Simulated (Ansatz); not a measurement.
# Zn: the order of phases at one pressure

Which of fcc, bcc, hcp, diamond, sc, simple hexagonal has the lowest enthalpy for Zn at one common pressure? The runs shown use PAW.

Method: DFT, LDA, PAW with Ansatz's default frozen-core files, scalar-relativistic, in Ansatz 0.2.0.

### Step 1. The system as given

It takes space group Fm-3m (No. 225, cubic). Conventional cell: a = 3.785 Å, b = 3.785 Å, c = 3.785 Å, α = 90.00°, β = 90.00°, γ = 90.00°. Zn (site symmetry m-3m) is surrounded by 12 Zn at 2.68 Å.

Structure file:

```cif
data_structure
_symmetry_space_group_name_H-M 'P 1'
_symmetry_Int_Tables_number 1
_cell_length_a 2.6764
_cell_length_b 2.6764
_cell_length_c 2.6764
_cell_angle_alpha 60.000
_cell_angle_beta 60.000
_cell_angle_gamma 60.000
_cell_volume 13.56
loop_
_atom_site_label
_atom_site_type_symbol
_atom_site_fract_x
_atom_site_fract_y
_atom_site_fract_z
_atom_site_occupancy
Zn1 Zn 0.00000 0.00000 0.00000 1
```

### Step 2. Cell relaxed at zero pressure, PAW

File input.yaml:

```yaml
crystal:
  lattice:
    - [0.0, 1.8924911395, 1.8924911395]
    - [1.8924911395, 0.0, 1.8924911395]
    - [1.8924911395, 1.8924911395, 0.0]
  atoms:
    - { symbol: Zn, position: [0.0, 0.0, 0.0] }
kpoints:
  mp_grid: { grid: [18, 18, 18] }
scf:
  occupations: { method: fermi_dirac, width: 0.1 }
hamiltonian:
  xc: lda
  pseudopotentials: { kind: paw }
output:
  forces: true
  stress: true
  write_density: true
  write_potential: true
  elf: true
  volumetric_format: npy
relax:
  f_tol: 0.005
  max_steps: 40
  cell: {}
```

The run is started by

```
ansatz run input.yaml --threads 1 --pin off --max-ram 3584MiB --backend cpu --events-out ev --progress --plain --runs-dir out
```

Further steps of the session: Volume scaled by 1.021, to set the pressure, PAW; Fcc relaxed under pressure, PAW; Bcc relaxed under pressure, PAW; Hcp relaxed under pressure, PAW; Diamond relaxed under pressure, PAW; Sc relaxed under pressure, PAW; Simple hexagonal relaxed under pressure, PAW.

**Question.** What will these runs give? Wanted: pressure; lowest.

**Answer**, as computed:

| quantity | value |
| --- | --- |
| pressure | -1.7 GPa |
| lowest (PAW) | hcp, 31.4 meV/atom under fcc |

**Reading.** By PAW the order is hcp < fcc < bcc < simple hexagonal < sc < diamond. Only these structures were tried, with electrons smeared by 0.1 eV and without vibrations, so the true ground state may be another. The k meshes differ between phases and weren't tested, which can move differences by some meV.
